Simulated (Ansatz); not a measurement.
**ClH6N3Ti: taking an electron away**

The task here is to estimate one member of a computed series from the others.

Program: Ansatz 0.2.0, Gaussian basis. Level of theory: unrestricted cation, the program's frozen cores in correlated methods. These are calculated values, not measurements.

Levels to be run: UKS PBE-D4/def2-TZVPP; UKS r2SCAN-D4/def2-TZVPP; UKS PBE0-D4/def2-TZVPP; UKS B3LYP-D4/def2-TZVPP; then −ε(HOMO) from the neutral's earlier runs with LDA (SPW92), PBE-D4, revPBE-D4, BLYP-D4, r2SCAN-D4, B97M-V, PBE0-D4, B3LYP-D4, r2SCANh-D4, r2SCAN0-D4, HSE06-D4, BHLYP-D4, CAM-B3LYP-D4, LC-ωPBE, ωB97X-V, ωB97M-V.

## The relaxed structure

The geometry comes from an earlier relaxation with PBE0-D4 in a triple-zeta def2 set; it is a stationary point, not always the lowest conformer.

SMILES `[NH2][Ti]([NH2])([NH2])[Cl]`, 11 atoms, charge 0, spin multiplicity 1.

Atoms are counted from 1 here; the program's logs count them from 0.

Bond lengths: N1–Ti2 1.872 Å, N1–H6 1.012 Å, N1–H7 1.009 Å, Ti2–N3 1.872 Å, Ti2–N4 1.872 Å, Ti2–Cl5 2.238 Å, N3–H8 1.012 Å, N3–H9 1.009 Å, N4–H10 1.012 Å, N4–H11 1.009 Å. Angles: Ti2–N1–H6 122.8°, Ti2–N1–H7 126.0°, H6–N1–H7 110.5°, N1–Ti2–N3 107.0°, N1–Ti2–N4 107.0°, N1–Ti2–Cl5 111.9°, N3–Ti2–N4 107.0°, N3–Ti2–Cl5 111.9°, N4–Ti2–Cl5 111.9°, Ti2–N3–H8 122.9°, Ti2–N3–H9 126.0°, H8–N3–H9 110.5°, Ti2–N4–H10 122.9°, Ti2–N4–H11 126.0°, H10–N4–H11 110.5°.

The first run:

The input, in.yaml:

```yaml
crystal:
  periodic: [false, false, false]
  atoms:
    - {symbol: N, position_ang: [-1.565733, 0.766951, 0.106102]}
    - {symbol: Ti, position_ang: [0.260580, 0.358771, 0.078605]}
    - {symbol: N, position_ang: [0.541865, -0.972568, 1.363596]}
    - {symbol: N, position_ang: [0.623796, -0.407317, -1.589919]}
    - {symbol: Cl, position_ang: [1.524791, 2.165905, 0.459514]}
    - {symbol: H, position_ang: [-1.982831, 1.370581, 0.803012]}
    - {symbol: H, position_ang: [-2.233489, 0.548295, -0.618160]}
    - {symbol: H, position_ang: [1.462580, -1.228223, 1.696681]}
    - {symbol: H, position_ang: [-0.172159, -1.427288, 1.912838]}
    - {symbol: H, position_ang: [0.747780, 0.141844, -2.430795]}
    - {symbol: H, position_ang: [0.858219, -1.373851, -1.760575]}
basis:
  gaussian: {orbitals: def2-TZVPP}
total_charge: 1
magnetization: {spin_polarized: true, initial_magnetization: 1}
hamiltonian: {xc: pbe, dispersion: d4}
```

Run with:

```
$ ansatz run in.yaml --threads 2 --pin off --events-out ev --progress --plain --max-ram 32768MiB --backend cpu
```

Among the steps run: Cation, UKS PBE-D4/def2-TZVPP; Cation, UKS r2SCAN-D4/def2-TZVPP; Cation, UKS PBE0-D4/def2-TZVPP; Cation, UKS B3LYP-D4/def2-TZVPP.

One table of the session follows, with a row left open; its other results are not shown here.

Orbital estimates, from the neutral's runs:

```
  functional  −ε(HOMO) (eV)
 LDA (SPW92)           6.36
      PBE-D4           6.17
   revPBE-D4           6.09
     BLYP-D4           6.04
   r2SCAN-D4           6.45
      B97M-V           6.51
     PBE0-D4           7.54
    B3LYP-D4           7.30
  r2SCANh-D4           6.97
  r2SCAN0-D4           7.75
    HSE06-D4           7.13
    BHLYP-D4           8.83
CAM-B3LYP-D4              ?
     LC-ωPBE          10.42
     ωB97X-V          10.03
     ωB97M-V           9.93
```

Estimate the missing values for CAM-B3LYP-D4.

The run gave: −ε(HOMO) (eV): 8.99. In the column «−ε(HOMO) (eV)» it lies between BHLYP-D4 (8.83) and ωB97M-V (9.93).

Caveats from the session: The cation may have settled in a state other than its lowest; no search over hole states beyond the program's own was made.
